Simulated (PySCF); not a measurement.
**Ge₂H₄: structure of the singlet**

Where does singlet Ge₂H₄ go from a doubly bridged, planar start, is the end point a minimum, and what are its modes, charges and moments?

Method: PBE0, basis Ge def2-TZVP, H def2-TZVP, no relativity, density fitting; program: PySCF 2.14.0.

**1. Starting geometry**

6 atoms, charge 0, spin multiplicity 1.

Bond lengths: Ge1–Ge2 2.212 Å, Ge1–H3 1.622 Å, Ge1–H4 1.622 Å, Ge1–H5 1.530 Å, Ge2–H3 1.622 Å, Ge2–H4 1.622 Å, Ge2–H6 1.530 Å. Angles: Ge2–Ge1–H3 47.0°, Ge2–Ge1–H4 47.0°, Ge2–Ge1–H5 180.0°, H3–Ge1–H4 94.0°, H3–Ge1–H5 133.0°, H4–Ge1–H5 133.0°, Ge1–Ge2–H3 47.0°, Ge1–Ge2–H4 47.0°, Ge1–Ge2–H6 180.0°, H3–Ge2–H4 94.0°, H3–Ge2–H6 133.0°, H4–Ge2–H6 133.0°, Ge1–H3–Ge2 86.0°, Ge1–H4–Ge2 86.0°.

Z-matrix (Å, degrees; charge 0 multiplicity 1):
```
Ge
Ge 1 2.2122
H  1 1.6218 2 47.00
H  1 1.6218 2 47.00 3 180.00
H  1 1.5300 3 133.00 2 180.00
H  2 1.5300 3 133.00 1 180.00
```

**2. Finding the electronic state**

One driver script runs all steps and calls PySCF; scf.py shows how it sets up the SCF of each step. The optimiser is the driver's own. After this first run the driver tries any further starts and a stability analysis.

Contents of scf.py:

```python
from pyscf import gto, scf, dft
mol = gto.M(atom='''
Ge     1.106100     0.000000     0.000000
Ge    -1.106100     0.000000     0.000000
H      0.000000     1.186100     0.000000
H      0.000000    -1.186100     0.000000
H      2.636100     0.000000     0.000000
H     -2.636100     0.000000     0.000000''',
    basis={'Ge': 'def2-TZVP', 'H': 'def2-TZVP'},
    charge=0, spin=0)
mf = dft.RKS(mol, xc='PBE0')
mf.grids.atom_grid = (50, 194)
aux = {'Ge': 'def2-universal-JKFIT', 'H': 'def2-universal-JKFIT'}
mf = mf.density_fit(auxbasis=aux)
mf.conv_tol = 1e-08
mf.diis_space = 10
mf.max_cycle = 60
mf.init_guess = 'minao'
mf.verbose = 4
mf.kernel()
```

On the command line:

```console
> OMP_NUM_THREADS=4 python axn.py task.json out
```

Standard output:

```text
init E= -4154.8402840234
  HOMO = -0.146691409913548  LUMO = -0.0966874724936035  gap/eV = 1.36068
cycle= 1 E= -4155.58372205606  delta_E= -0.743  |g|= 0.819  |ddm|= 3.62
  HOMO = -0.173207078014828  LUMO = -0.109364592417361  gap/eV = 1.73724
cycle= 2 E= -4155.57409757635  delta_E= 0.00962  |g|= 0.919  |ddm|= 1.33
  HOMO = -0.158368047741412  LUMO = -0.0855573588223972  gap/eV = 1.98128
cycle= 3 E= -4155.63249836921  delta_E= -0.0584  |g|= 0.024  |ddm|= 0.679
  HOMO = -0.163433364762039  LUMO = -0.0870637417713347  gap/eV = 2.07812
cycle= 4 E= -4155.63264845935  delta_E= -0.00015  |g|= 0.00464  |ddm|= 0.0508
  HOMO = -0.162794602522628  LUMO = -0.0863365403586576  gap/eV = 2.08053
cycle= 5 E= -4155.63265365622  delta_E= -5.2e-06  |g|= 0.00141  |ddm|= 0.0139
  HOMO = -0.162838043604269  LUMO = -0.0865100164530332  gap/eV = 2.07699
cycle= 6 E= -4155.63265439294  delta_E= -7.37e-07  |g|= 0.000115  |ddm|= 0.00452
  HOMO = -0.162847054033943  LUMO = -0.0865174680118459  gap/eV = 2.07703
cycle= 7 E= -4155.63265439633  delta_E= -3.39e-09  |g|= 2.79e-05  |ddm|= 0.000469
  HOMO = -0.162842136245197  LUMO = -0.0865122184301566  gap/eV = 2.07704
Extra cycle  E= -4155.63265439638  delta_E= -5e-11  |g|= 3.55e-05  |ddm|= 9.97e-05
converged SCF energy = -4155.63265439638
```

This step, with its further starts and checks, ran for 12 s (4 threads of Arm Neoverse V2, shared host).

The starts that the driver tried:

| start | energy (Eh) |
| --- | --- |
| the minimal-basis guess | -4155.632654 |
| a thermally smeared density | -4155.632654 |
| a smeared PBE density | -4155.632654 |

No lower closed-shell solution turned up from the other starts or in the test of internal stability.

**3. Relaxing the singlet from the doubly bridged, planar start**

The program finds D2h symmetry in the start, which this walk keeps. Threshold on the gradient: 0.0003 Eh/bohr, with a further test on the energy change.

Changes to scf.py since step 2:

```diff
@@ -18 +17,0 @@
-mf.init_guess = 'minao'
```

The optimiser's trace:

| step | energy (Eh) | change (kJ/mol) | largest symmetric gradient (Eh/bohr) |
| --- | --- | --- | --- |
| 0 | -4155.632654 | 0.00 | 0.10714 |
| 1 | -4155.680590 | -125.86 | 0.05020 |
| 2 | -4155.696459 | -167.52 | 0.02138 |
| 3 | -4155.700005 | -176.83 | 0.00707 |
| 4 | -4155.700319 | -177.65 | 0.00197 |
| 5 | -4155.700337 | -177.70 | 0.00072 |
| 6 | -4155.700342 | -177.71 | 0.00024 |
| 7 | -4155.700343 | -177.72 | 0.00006 |

The walk took 15 s.

It settles in D2h symmetry, 177.7 kJ/mol below the start, after 7 steps: Ge–Ge 2.724 Å, Ge–H 1.620 Å (×2), Ge–H 1.742 Å (×4); Ge–Ge–H 38.6° (×4), Ge–Ge–H 180.0° (×2), Ge–H–Ge 102.9° (×2), H–Ge–H 77.1° (×2), H–Ge–H 141.4° (×4).

**4. Vibrations and properties at this point**

On the finer grid the gradient is checked again; gradients at displacements of ±0.02 bohr then give force constants and infrared intensities.

Changes to scf.py since step 3:

```diff
@@ -3,6 +3,6 @@
-Ge     1.106100     0.000000     0.000000
-Ge    -1.106100     0.000000     0.000000
-H      0.000000     1.186100     0.000000
-H      0.000000    -1.186100     0.000000
-H      2.636100     0.000000     0.000000
-H     -2.636100     0.000000     0.000000''',
+Ge     1.361691    -0.000000     0.000000
+Ge    -1.361691     0.000000     0.000000
+H      0.000000     1.085846     0.000000
+H     -0.000000    -1.085846     0.000000
+H      2.981706    -0.000000     0.000000
+H     -2.981706     0.000000     0.000000''',
@@ -12 +12 @@
-mf.grids.atom_grid = (50, 194)
+mf.grids.atom_grid = (75, 302)
@@ -15 +15 @@
-mf.conv_tol = 1e-08
+mf.conv_tol = 1e-10
```

This SCF starts from the last density.

Log of the central SCF (cycles and frontier levels):

```text
init E= -4155.7002451761
  HOMO = -0.198271453571443  LUMO = -0.101311982562657  gap/eV = 2.63840
cycle= 1 E= -4155.70024517604  delta_E= 6.55e-11  |g|= 1.24e-05  |ddm|= 2.25e-05
  HOMO = -0.198271272762066  LUMO = -0.101311838254969  gap/eV = 2.63840
cycle= 2 E= -4155.70024517537  delta_E= 6.69e-10  |g|= 4.13e-05  |ddm|= 7.51e-05
  HOMO = -0.19827131850043  LUMO = -0.101311875401429  gap/eV = 2.63840
cycle= 3 E= -4155.7002451761  delta_E= -7.29e-10  |g|= 6.72e-07  |ddm|= 5.79e-05
  HOMO = -0.198271364754453  LUMO = -0.101311912686415  gap/eV = 2.63840
cycle= 4 E= -4155.7002451761  delta_E= -1.82e-12  |g|= 3.09e-08  |ddm|= 6.84e-07
  HOMO = -0.198271369954171  LUMO = -0.10131191625096  gap/eV = 2.63840
Extra cycle  E= -4155.7002451761  delta_E= -3.64e-12  |g|= 2.94e-08  |ddm|= 8.38e-08
converged SCF energy = -4155.7002451761
```

The whole step took 48 s.

Geometry: D2h; Ge–Ge 2.723 Å, Ge–H 1.620 Å (×2), Ge–H 1.742 Å (×4); Ge–Ge–H 38.6° (×4), Ge–Ge–H 180.0° (×2), Ge–H–Ge 102.9° (×2), H–Ge–H 77.1° (×2), H–Ge–H 141.4° (×4).

Harmonic modes (main isotopes):

```json
{"symmetry": "b3u", "ω (cm⁻¹)": "902i", "IR (km/mol)": "84.9", "μ (u)": "1.03"}
{"symmetry": "b1u", "ω (cm⁻¹)": "790i", "IR (km/mol)": "384", "μ (u)": "1.02"}
{"symmetry": "b3u", "ω (cm⁻¹)": "491i", "IR (km/mol)": "0.0", "μ (u)": "1.01"}
{"symmetry": "b2u", "ω (cm⁻¹)": "476i", "IR (km/mol)": "2.3", "μ (u)": "1.02"}
{"symmetry": "ag", "ω (cm⁻¹)": "245", "IR (km/mol)": "0.0", "μ (u)": "41.25"}
{"symmetry": "b3g", "ω (cm⁻¹)": "418", "IR (km/mol)": "0.0", "μ (u)": "1.06"}
{"symmetry": "b2g", "ω (cm⁻¹)": "629", "IR (km/mol)": "0.0", "μ (u)": "1.07"}
{"symmetry": "b3g", "ω (cm⁻¹)": "1281", "IR (km/mol)": "0.0", "μ (u)": "1.03"}
{"symmetry": "b2u", "ω (cm⁻¹)": "1288", "IR (km/mol)": "37.2", "μ (u)": "1.02"}
{"symmetry": "ag", "ω (cm⁻¹)": "1607", "IR (km/mol)": "0.0", "μ (u)": "1.01"}
{"symmetry": "b1u", "ω (cm⁻¹)": "1718", "IR (km/mol)": "1136", "μ (u)": "1.03"}
{"symmetry": "ag", "ω (cm⁻¹)": "1812", "IR (km/mol)": "0.0", "μ (u)": "1.02"}
```

With 4 modes imaginary (up to 902i cm⁻¹) this point is a saddle.

Constants and moments:

```
Dipole moment                                                   : 0.00 D
Highest occupied level                                          : -5.40 eV
Lowest empty level                                              : -2.76 eV
Rotational constants                                            : 7.093, 0.05772, 0.05726 cm⁻¹
Zero-point energy (real modes)                                  : 53.8 kJ/mol
Principal polarisabilities                                      : 52.4, 58.8, 169.7 bohr³
Atomisation energy without zero-point energy                    : 1013 kJ/mol
Principal traceless quadrupole moments about the centre of mass : -3.69, -2.07, 5.76 D Å
```

Charges (e) and bond orders:

| atom | Mulliken | Löwdin | polar tensor | Mayer order to Ge1 |
| --- | --- | --- | --- | --- |
| Ge1 | -0.08 | 0.03 | 0.14 | – |
| Ge2 | -0.08 | 0.03 | 0.14 | 1.23 |
| H3,4 | 0.10 | 0.06 | 0.11 | 0.46 |
| H5 | -0.02 | -0.09 | -0.25 | 0.79 |
| H6 | -0.02 | -0.09 | -0.25 | 0.09 |

Mulliken populations on Ge1: s 7.76, p 14.14, d 10.16, f 0.02.

**5. Following the imaginary mode**

The start is the last point, displaced along its most imaginary mode.

The program finds C2v symmetry in the start, which this walk keeps. Threshold on the gradient: 0.0003 Eh/bohr, with a further test on the energy change.

Changes to scf.py since step 4:

```diff
@@ -3,6 +3,6 @@
-Ge     1.361691    -0.000000     0.000000
-Ge    -1.361691     0.000000     0.000000
-H      0.000000     1.085846     0.000000
-H     -0.000000    -1.085846     0.000000
-H      2.981706    -0.000000     0.000000
-H     -2.981706     0.000000     0.000000''',
+Ge     1.361691     0.000000     0.002716
+Ge    -1.361691    -0.000000     0.002716
+H     -0.000000     1.085846    -0.120000
+H      0.000000    -1.085846    -0.120000
+H      2.981706     0.000000    -0.079244
+H     -2.981706    -0.000000    -0.079244''',
@@ -12 +12 @@
-mf.grids.atom_grid = (75, 302)
+mf.grids.atom_grid = (50, 194)
@@ -15 +15 @@
-mf.conv_tol = 1e-10
+mf.conv_tol = 1e-08
```

The optimiser's trace:

| step | energy (Eh) | change (kJ/mol) | largest symmetric gradient (Eh/bohr) |
| --- | --- | --- | --- |
| 0 | -4155.702629 | 0.00 | 0.01110 |
| 1 | -4155.726481 | -62.62 | 0.02195 |
| 2 | -4155.743924 | -108.42 | 0.01794 |
| 3 | -4155.754292 | -135.64 | 0.02956 |
| 4 | -4155.768098 | -171.89 | 0.02533 |
| 5 | -4155.783304 | -211.81 | 0.02881 |
| 6 | -4155.796585 | -246.68 | 0.02032 |
| 7 | -4155.805050 | -268.91 | 0.01272 |
| 8 | -4155.809111 | -279.57 | 0.01344 |
| 9 | -4155.811760 | -286.52 | 0.01863 |
| 10 | -4155.814505 | -293.73 | 0.00735 |
| 11 | -4155.816619 | -299.28 | 0.00209 |
| 12 | -4155.817641 | -301.96 | 0.00499 |
| 13 | -4155.818140 | -303.27 | 0.00454 |
| 14 | -4155.818513 | -304.25 | 0.00044 |
| 15 | -4155.818524 | -304.28 | 0.00044 |
| 16 | -4155.818526 | -304.29 | 0.00009 |

The walk took 34 s.

It settles in C2v symmetry, 304.3 kJ/mol below the start, after 16 steps: Ge–Ge 2.779 Å, Ge–H 1.585 Å (×2), Ge–H 1.758 Å (×4); Ge–Ge–H 37.8° (×4), Ge–Ge–H 89.4° (×2), Ge–H–Ge 104.5° (×2), H–Ge–H 75.3° (×2), H–Ge–H 91.7° (×4).

**6. Frequencies**

The same treatment as at the point before.

Changes to scf.py since step 5:

```diff
@@ -3,6 +3,6 @@
-Ge     1.361691     0.000000     0.002716
-Ge    -1.361691    -0.000000     0.002716
-H     -0.000000     1.085846    -0.120000
-H      0.000000    -1.085846    -0.120000
-H      2.981706     0.000000    -0.079244
-H     -2.981706    -0.000000    -0.079244''',
+Ge     1.389245     0.000000     0.020251
+Ge    -1.389245    -0.000000     0.020251
+H     -0.000000     1.074891     0.088031
+H      0.000000    -1.074891     0.088031
+H      1.372754    -0.000000    -1.565081
+H     -1.372754    -0.000000    -1.565081''',
@@ -12 +12 @@
-mf.grids.atom_grid = (50, 194)
+mf.grids.atom_grid = (75, 302)
@@ -15 +15 @@
-mf.conv_tol = 1e-08
+mf.conv_tol = 1e-10
```

Log of the central SCF (cycles and frontier levels):

```text
init E= -4155.81841851314
  HOMO = -0.255914419787461  LUMO = -0.0949343332225707  gap/eV = 4.38049
cycle= 1 E= -4155.81841851314  delta_E= -9.09e-13  |g|= 2.05e-06  |ddm|= 2.66e-06
  HOMO = -0.255914311547883  LUMO = -0.0949342816523711  gap/eV = 4.38049
Extra cycle  E= -4155.81841851314  delta_E= -9.09e-13  |g|= 2.35e-06  |ddm|= 2.57e-06
converged SCF energy = -4155.81841851314
```

The whole step ran for 49 s (4 threads of Arm Neoverse V2, shared host).

Geometry: C2v; Ge–Ge 2.778 Å, Ge–H 1.585 Å (×2), Ge–H 1.758 Å (×4); Ge–Ge–H 37.8° (×4), Ge–Ge–H 89.4° (×2), Ge–H–Ge 104.4° (×2), H–Ge–H 75.4° (×2), H–Ge–H 91.7° (×4).

Modes, for the most abundant isotopes:

```csv
symmetry,ω (cm⁻¹),IR (km/mol),μ (u)
a1,230,0.2,56.31
a1,341,0.6,1.02
a2,581,0.0,1.02
b1,647,44.1,1.04
b2,769,16.0,1.01
a1,812,16.7,1.02
b2,1205,49.1,1.02
a2,1271,0.0,1.02
b1,1279,1171,1.02
a1,1511,0.0,1.01
b1,1947,12.7,1.02
a1,1973,437,1.02
```

All wavenumbers are real: a minimum.

Properties at this point:

```yaml
Dipole_moment: 0.07 D
Highest_occupied_level: -6.96 eV
Lowest_empty_level: -2.58 eV
Rotational_constants: 2.296, 0.05784, 0.05731 cm⁻¹
Zero-point_energy: 75.2 kJ/mol
Principal_polarisabilities: 53.0, 66.7, 100.1 bohr³
Atomisation_energy_without_zero-point_energy: 1323 kJ/mol
Principal_traceless_quadrupole_moments_about_the_centre_of_mass: -4.67, 0.06, 4.62 D Å
Entropy_at_298.15_K_and_1_bar: 288.6 J/(mol K)
Heat_capacity_Cp_at_298.15_K: 64.0 J/(mol K)
Enthalpy_at_298.15_K_above_0_K: 13.60 kJ/mol
Rotational_symmetry_number: 2
```

Charges (e) and bond orders:

```tsv
atom	Mulliken	Löwdin	polar tensor	Mayer order to Ge1
Ge1	-0.05	0.03	0.56	–
Ge2	-0.05	0.03	0.56	0.57
H3,4	0.03	0.04	-0.33	0.48
H5	0.01	-0.07	-0.23	0.96
H6	0.01	-0.07	-0.23	0.01
```

Mulliken populations on Ge1: s 7.86, p 14.02, d 10.15, f 0.01.

**7. Stability of the closed shell**

At the lowest minimum the closed shell is tested against spin polarisation, on the (50, 194) grid. It is stable.

**8. All stationary points**

| spin | group | bonds | imaginary modes (cm⁻¹) | ΔE (kJ/mol) | with zero-point energy |
| --- | --- | --- | --- | --- | --- |
| singlet | C2v | Ge–Ge 2.778 Å, Ge–H 1.585 Å (×2), Ge–H 1.758 Å (×4) | none | 0.0 | 0.0 |
| singlet | D2h | Ge–Ge 2.723 Å, Ge–H 1.620 Å (×2), Ge–H 1.742 Å (×4) | 902i, 790i, 491i, 476i | 310.3 | – |

**9. Outcome**

| quantity | value |
| --- | --- |
| minimum | singlet, C2v |
| geometry | Ge–Ge 2.778 Å, Ge–H 1.585 Å (×2), Ge–H 1.758 Å (×4); Ge–Ge–H 37.8° (×4), Ge–Ge–H 89.4° (×2), Ge–H–Ge 104.4° (×2), H–Ge–H 75.4° (×2), H–Ge–H 91.7° (×4) |
| wavenumbers (cm⁻¹) | 230 (a1), 341 (a1), 581 (a2), 647 (b1), 769 (b2), 812 (a1), 1205 (b2), 1271 (a2), 1279 (b1), 1511 (a1), 1947 (b1), 1973 (a1) |
| dipole moment | 0.07 D |
| highest occupied, lowest empty level | -6.96, -2.58 eV |
| polar-tensor charge of Ge1 | +0.56 e |
| zero-point energy | 75.2 kJ/mol |
| entropy at 298.15 K | 288.6 J/(mol K) |
| atomisation energy (no zero-point energy) | 1323 kJ/mol |

The doubly bridged, planar start (D2h) ends in a minimum of C2v symmetry, after a stop at a higher-order saddle point 310.3 kJ/mol higher, from which it was pushed off along an imaginary mode. In the infrared the band at 1279 cm⁻¹ (b1) leads. Only this shape and spin were tried, so other structures or states may lie lower.

The search up to here took 2.7 min.
